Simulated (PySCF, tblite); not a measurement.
**C2H4O3S2Si: geometry, infrared bands and NMR shifts**

Wanted: the infrared bands and NMR shifts of C2H4O3S2Si (`O=S(=O)(O)C([SiH3])=C=S`), by calculation.

The runs use tblite 0.8.0 and PySCF 2.14.0, with density-fitted response routines of our own; the level of theory stands in each step. All values are computed, except where a source is named. Atoms count from 0, in the outputs and in this text.

### 1 The molecule as given

12 atoms, charge 0, multiplicity 1; geometry from: force field or distance geometry start.

Bonds of the start (Å): O0–S1 1.43, S1–O2 1.44, S1–O3 1.61, S1–C4 1.71, C4–Si5 1.79, C4–C6 1.29, C6–S7 1.80, O3–H8 0.97, Si5–H9 1.48, Si5–H10 1.48, Si5–H11 1.49.

### 2 Optimising the geometry with GFN2-xTB

The job: settings as JSON, then the geometry in Å.

```
{"job": {"kind": "relax", "xc": "GFN2-xTB", "basis": "xTB"}, "charge": 0, "multiplicity": 1}
O     -1.624700     0.274100    -1.505200
S     -1.309600     0.240400    -0.106400
O     -1.627900     1.332500     0.783600
O     -2.091800    -1.041100     0.470600
C      0.314000    -0.248800     0.124600
Si     1.547600     1.045400     0.069400
C      0.678300    -1.484400     0.049400
S      1.203100    -3.204400    -0.033700
H     -2.901800    -1.173600    -0.051400
H      2.797300     0.556600    -0.562800
H      1.103600     2.223800    -0.708800
H      1.913100     1.478700     1.444800
```

Started as:

```bash
$ OMP_NUM_THREADS=1 python probes_run.py task.json out
```

The driver reads the jobs from task.json and runs them one after another.

**Question.** This job is followed by: GFN2-xTB harmonic vibrations, gas phase; GIAO PBE0/pcSseg-1 NMR shielding, non-relativistic, gas phase. What will the session give for the following? strongest single infrared mode (GFN2-xTB); zero-point energy (GFN2-xTB); ¹³C shifts against TMS (PBE0/pcSseg-1); ¹H shifts against TMS (PBE0/pcSseg-1, means over atoms taken as alike); ¹⁷O shifts against H2O (PBE0/pcSseg-1, means over atoms taken as alike); ³³S shifts against CS2 (PBE0/pcSseg-1); ²⁹Si shifts against TMS (PBE0/pcSseg-1).

As calculated:

```
                                                               quantity                   value
                              strongest single infrared mode (GFN2-xTB)  1917 cm⁻¹, 1202 km/mol
                                           zero-point energy (GFN2-xTB)           36.5 kcal/mol
                                 ¹³C shifts against TMS (PBE0/pcSseg-1)         230.7, 79.5 ppm
 ¹H shifts against TMS (PBE0/pcSseg-1, means over atoms taken as alike)          5.62, 4.62 ppm
¹⁷O shifts against H2O (PBE0/pcSseg-1, means over atoms taken as alike)        263.9, 233.6 ppm
                                 ³³S shifts against CS2 (PBE0/pcSseg-1)            320, 287 ppm
                                ²⁹Si shifts against TMS (PBE0/pcSseg-1)               -70.3 ppm
```

What this shows: Over 135 steps the energy fell by 1.451 eV; of the close pairs, C6–S7 changed most, 1.800 to 1.554 Å. All 30 modes are real, so the xTB geometry is a minimum. The strongest single mode, at 1917 cm⁻¹, moves mainly C6 and C4. GFN2-xTB is a fitted tight-binding method: band positions and strengths are rough. Its intensities can rank the bands wrongly. At PBE0/pcSseg-1: Shielding is most anisotropic at S7 (span 542 ppm, paramagnetic term -841 ppm).
